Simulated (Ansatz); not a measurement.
# Cu (Copper): the cost of one run

Program: Ansatz 0.2.0. Level of theory: DFT PBE, scalar-relativistic, plane waves, PAW. These are calculated values, not measurements.

1 further run of the same task is left out (set aside as unsound or not needed).

## Step 1: The structure to begin with

The structure is cubic, space group Fm-3m (No. 225). Conventional cell: a = 3.630 Å, b = 3.630 Å, c = 3.630 Å, α = 90.00°, β = 90.00°, γ = 90.00°. Around Cu (site symmetry m-3m) lie 12 Cu at 2.57 Å.

Structure file:

```
CELL_PARAMETERS angstrom
0.00000 1.81487 1.81487
1.81487 0.00000 1.81487
1.81487 1.81487 0.00000
ATOMIC_POSITIONS crystal
Cu 0.00000 0.00000 0.00000
```

It is the result of an earlier relaxation at this level (volume 11.96 Å³/atom; gap on the mesh: none (metal)).

## Step 2: Electronic structure at the relaxed geometry

Input file input.yaml:

```yaml
crystal:
  lattice:
    - [0.0, 1.8148741278, 1.8148741278]
    - [1.8148741278, 0.0, 1.8148741278]
    - [1.8148741278, 1.8148741278, 0.0]
  atoms:
    - { symbol: Cu, position: [0.0, 0.0, 0.0] }
basis:
  ecutwfc: 420
kpoints:
  mp_grid: { grid: [20, 20, 20] }
  band_path:
    path:
      - [[0.0, 0.0, 0.0], [0.5, 0.0, 0.5], [0.625, 0.25, 0.625]]
      - [[0.375, 0.375, 0.75], [0.0, 0.0, 0.0], [0.5, 0.5, 0.5], [0.5, 0.25, 0.75], [0.5, 0.0, 0.5]]
    npoints: 14
hamiltonian:
  xc: pbe
scf:
  occupations: { method: gaussian, width: 0.1 }
  n_extra_bands: 6
output:
  forces: true
  stress: true
  eigenvalues: true
  populations: true
  dos: { projected: true, de: 0.02, nscf_kmesh: { grid: [30, 30, 30] } }
  bader: true
  write_density: true
  write_potential: true
  elf: true
  volumetric_format: npy
```

On the command line:

```console
> ansatz run input.yaml --threads 1 --pin off --max-ram 2560MiB --backend cpu --events-out ev --progress --plain --runs-dir out
```

Q: Estimate wall time and peak memory on 1 thread of Intel Xeon 6975P-C (Granite Rapids), shared host.

About 7.7 s, with a peak of 0.38 GiB.
